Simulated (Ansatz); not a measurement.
**CH4OSn: rigid torsion scan from a Python script**

The task is a rigid torsion scan, for CH4OSn.

All numbers are computed with the Python package of Ansatz 0.2.0. Level of theory: B3LYP+D4/def2-SVP.

## (1) Starting point

Bond lengths: O1–C2 1.267 Å, C2–Sn3 2.116 Å, C2–H4 1.036 Å, Sn3–H5 1.738 Å, Sn3–H6 1.758 Å, Sn3–H7 1.810 Å. Angles: O1–C2–Sn3 120.8°, O1–C2–H4 120.5°, Sn3–C2–H4 118.5°, C2–Sn3–H5 110.4°, C2–Sn3–H6 110.1°, C2–Sn3–H7 108.5°, H5–Sn3–H6 110.9°, H5–Sn3–H7 109.1°, H6–Sn3–H7 107.8°.

No structure file is read: the coordinates are typed or built in the script.

## (2) The code

torsion_ch4osn.py

```python
'''Energy of CH4OSn as one group turns about a bond.'''

import ansatz
from ase import Atoms

atoms = Atoms(['O', 'C', 'Sn', 'H', 'H', 'H', 'H'], positions=[
    (-0.0403, -1.901, 1.1399),
    (-0.43, -1.2265, 0.1408),
    (0.2119, 0.7708, -0.1334),
    (-0.9957, -1.6701, -0.6054),
    (-0.3988, 1.4015, -1.6336),
    (-0.3068, 1.7647, 1.2213),
    (2.021, 0.7926, -0.1754),
])

# start the scan from a relaxed geometry
first = (
    ansatz.Crystal.molecule_from_ase(atoms).calculation()
    .basis(gaussian='def2-SVP')  # the orbital basis, by name
    .functional('b3lyp', dispersion='d4')
    .relax(force_tolerance=0.02, max_steps=80)  # relax until forces (and stress) meet their tolerances
)
atoms.positions = first.run(threads=1, backend='cpu').report['positions_ang']

start = atoms.get_dihedral(4, 2, 1, 0)
energies = {}
for turn in range(0, 360, 40):
    turned = atoms.copy()
    turned.set_dihedral(4, 2, 1, 0, start + turn, indices=[0, 1, 3])
    calc = (
        ansatz.Crystal.molecule_from_ase(turned).calculation()
        .basis(gaussian='def2-SVP')
        .functional('b3lyp', dispersion='d4')
    )
    energies[round((start + turn) % 360)] = calc.run(threads=1, backend='cpu').report['free_energy_ev']
floor = min(energies.values())
print('dihedral H4-Sn2-C1-O0 (deg)   E - E(min) (eV)')
for angle, e in sorted(energies.items()):
    print(f'{angle:8d} {(e - floor):14.3f}  ' + '#' * int(30 * (e - floor) / max(max(energies.values()) - floor, 1e-9)))
```

## (3) What the engine is handed

The package turns the script's settings into the engine's input (first run):

```yaml
crystal:
  periodic: [false, false, false]
  atoms:
    - { symbol: O, position_ang: [-0.0403, -1.901, 1.1399] }
    - { symbol: C, position_ang: [-0.43, -1.2265, 0.1408] }
    - { symbol: Sn, position_ang: [0.2119, 0.7708, -0.1334] }
    - { symbol: H, position_ang: [-0.9957, -1.6701, -0.6054] }
    - { symbol: H, position_ang: [-0.3988, 1.4015, -1.6336] }
    - { symbol: H, position_ang: [-0.3068, 1.7647, 1.2213] }
    - { symbol: H, position_ang: [2.021, 0.7926, -0.1754] }
basis:
  gaussian:
    orbitals: def2-SVP
hamiltonian:
  xc: b3lyp
  dispersion: d4
relax:
  f_tol: 0.02
  max_steps: 80
```

## (4) The run

Launch:

```console
> python torsion_ch4osn.py
```

**Question.** What results will this script give? Wanted: range of energy; lowest point, turn.

**Answer**, as computed:

| quantity | value |
| --- | --- |
| runs compared | 9 |
| range of energy | 0.008 eV |
| lowest point, turn (°) | 0 |

The lowest point lies at a turn of 0°, the highest 0.008 eV (0.7 kJ/mol) above it at 160°. The rest of the molecule is held rigid, so the true barrier is lower. Run 0: After 5 moves the largest shift is 0.177 Å, of atom 1 (O). The scan is rigid, so its barriers lie above those of a relaxed path; they are electronic energies in a modest basis. With rigid groups the curve can differ much from the relaxed barrier, and equivalent turns needn't return to the same energy. def2 sets replace the cores of elements past krypton by effective core potentials. b3lyp holds the VWN-RPA fit, as in Gaussian; the form of ORCA and Turbomole is b3lyp5.
